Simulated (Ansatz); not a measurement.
# C4H3F3: basis-set convergence

Aim: see how fast density functionals converge with the basis set for C4H3F3.

Program: Ansatz 0.2.0, Gaussian basis. Level of theory: one geometry, several basis sets. These are calculated values, not measurements.

Plan: PBE0-D4/def2-SVP; ωB97M-V/def2-SVP; PBE0-D4/def2-QZVPP; ωB97M-V/def2-QZVPP; the functionals' def2-TZVPP values are taken from earlier runs.

### 1 Structure used throughout

All runs share one geometry, relaxed beforehand with PBE0-D4 in a triple-zeta def2 set.

10 atoms, charge 0, spin multiplicity 1.

Atoms are counted from 1 here; the program's logs count them from 0.

Bond lengths: F1–C2 1.378 Å, C2–C3 1.451 Å, C2–H8 1.094 Å, C2–H9 1.094 Å, C3–C4 1.200 Å, C4–C5 1.456 Å, C5–F6 1.355 Å, C5–F7 1.355 Å, C5–H10 1.095 Å. Angles: F1–C2–C3 111.3°, F1–C2–H8 108.3°, F1–C2–H9 108.3°, C3–C2–H8 110.1°, C3–C2–H9 110.0°, H8–C2–H9 108.8°, C2–C3–C4 178.5°, C3–C4–C5 177.3°, C4–C5–F6 110.8°, C4–C5–F7 110.8°, C4–C5–H10 111.5°, F6–C5–F7 107.4°, F6–C5–H10 108.1°, F7–C5–H10 108.1°.

### 2 PBE0-D4 in def2-SVP

File in.yaml:

```yaml
crystal:
  periodic: [false, false, false]
  atoms:
    - {symbol: F, position_ang: [-2.851618, -0.161909, 0.167033]}
    - {symbol: C, position_ang: [-1.841721, 0.643072, 0.647031]}
    - {symbol: C, position_ang: [-0.541988, 0.186122, 0.191709]}
    - {symbol: C, position_ang: [0.545756, -0.168113, -0.169047]}
    - {symbol: C, position_ang: [1.836926, -0.648168, -0.641347]}
    - {symbol: F, position_ang: [2.474943, 0.312071, -1.354116]}
    - {symbol: F, position_ang: [2.637635, -0.978208, 0.401287]}
    - {symbol: H, position_ang: [-1.882189, 0.629822, 1.740564]}
    - {symbol: H, position_ang: [-2.022689, 1.665060, 0.300008]}
    - {symbol: H, position_ang: [1.728146, -1.530851, -1.280021]}
basis:
  gaussian: {orbitals: def2-SVP}
hamiltonian: {xc: pbe0, dispersion: d4}
output: {orbitals: {seedname: orbitals}}
```

On the command line:

```sh
$ ansatz run in.yaml --threads 4 --pin off --events-out ev --progress --plain --max-ram 10444MiB
```

After this run come: ωB97M-V in def2-SVP; PBE0-D4 in def2-QZVPP; ωB97M-V in def2-QZVPP.

Q: Predict the results of all the runs planned. Wanted: PBE0-D4: double and triple zeta above quadruple; ωB97M-V: double and triple zeta above quadruple.

**Answer**, as computed:

```
                                       quantity           value
PBE0-D4: double and triple zeta above quadruple  15.30, 0.64 eV
ωB97M-V: double and triple zeta above quadruple  15.64, 0.60 eV
```

**Reading.** PBE0-D4 gains 14.66 eV from double to triple zeta, then 0.64 eV more. These are total energies; as a rule much of such shifts cancels in differences, which this series doesn't test. The LUMO of ωB97M-V is positive and keeps falling with the basis (1.86 to 1.25 eV): an unbound level that the basis holds in place.
